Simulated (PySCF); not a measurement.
**CH8GeSi: geometry, electronic excitations**

Wanted: the electronic excitations of CH8GeSi (`[SiH3][CH2][GeH3]`), by calculation.

Computed with PySCF 2.14.0, with density-fitted response routines of our own, on a single molecule in the gas phase. Atoms are numbered from 0 throughout.

## (1) Starting geometry

11 atoms, charge 0, multiplicity 1; geometry from: GFN2-xTB. The atoms were then displaced at random by about 0.01 Å, so the start is not that level's minimum.

Bonds of the start (Å): Si0–C1 1.90, C1–Ge2 1.98, Si0–H3 1.47, Si0–H4 1.49, Si0–H5 1.47, C1–H6 1.09, C1–H7 1.09, Ge2–H8 1.48, Ge2–H9 1.51, Ge2–H10 1.49.

## (2) Relaxing the molecule at PBE0-D3(BJ)/def2-SVP

What the job is given:

```
{"job": {"xc": "PBE0", "basis": "def2-SVP", "d3": "d3bj", "grid": 1, "shake": 0.01, "kind": "geom"}, "charge": 0, "multiplicity": 1}
Si     1.517420     0.648350     0.009210
C      0.247870    -0.761060    -0.137100
Ge    -1.631820    -0.184840     0.064340
H      2.881570     0.134180    -0.170620
H      1.222830     1.657090    -1.050670
H      1.376130     1.304390     1.322150
H      0.483310    -1.512050     0.622160
H      0.379360    -1.240690    -1.108030
H     -2.009340     0.821310    -0.948950
H     -1.856870     0.447990     1.416580
H     -2.572350    -1.340490    -0.034750
```

Launch:

```
$ OMP_NUM_THREADS=1 python probes_run.py task.json out
```

One launch serves the whole session: the jobs run in the order shown.

**Question.** This job is followed by: TDDFT PBE0/def2-TZVPD, vertical, gas phase, core orbitals frozen in the response. What will the session give for the following? rotational constants (main isotopes); lowest singlet (PBE0/def2-TZVPD); brightest single state of those computed; lowest triplet.

The runs gave:

```
                                quantity                        value
    rotational constants (main isotopes)        17.30, 1.97, 1.87 GHz
        lowest singlet (PBE0/def2-TZVPD)  7.41 eV (167 nm), f = 0.032
brightest single state of those computed  state 3, 8.03 eV, f = 0.307
                          lowest triplet                      7.02 eV
```

In words: The optimisation took 4 steps and gained 0.105 eV; among the close pairs (by a distance rule), Ge2–H8 changed most, from 1.477 to 1.540 Å. No frequency check was run at this level, so the end point may be a saddle. The lowest singlet, at 7.41 eV, is HOMO→LUMO 0.99 and is weak; of the 10 states computed, the strongest absorption comes from state 3 at 8.03 eV (the last state computed is bright too, and its partners may lie past the list). The lowest triplet lies 0.39 eV below the lowest singlet (triplets in Tamm-Dancoff, singlets in full TDDFT).
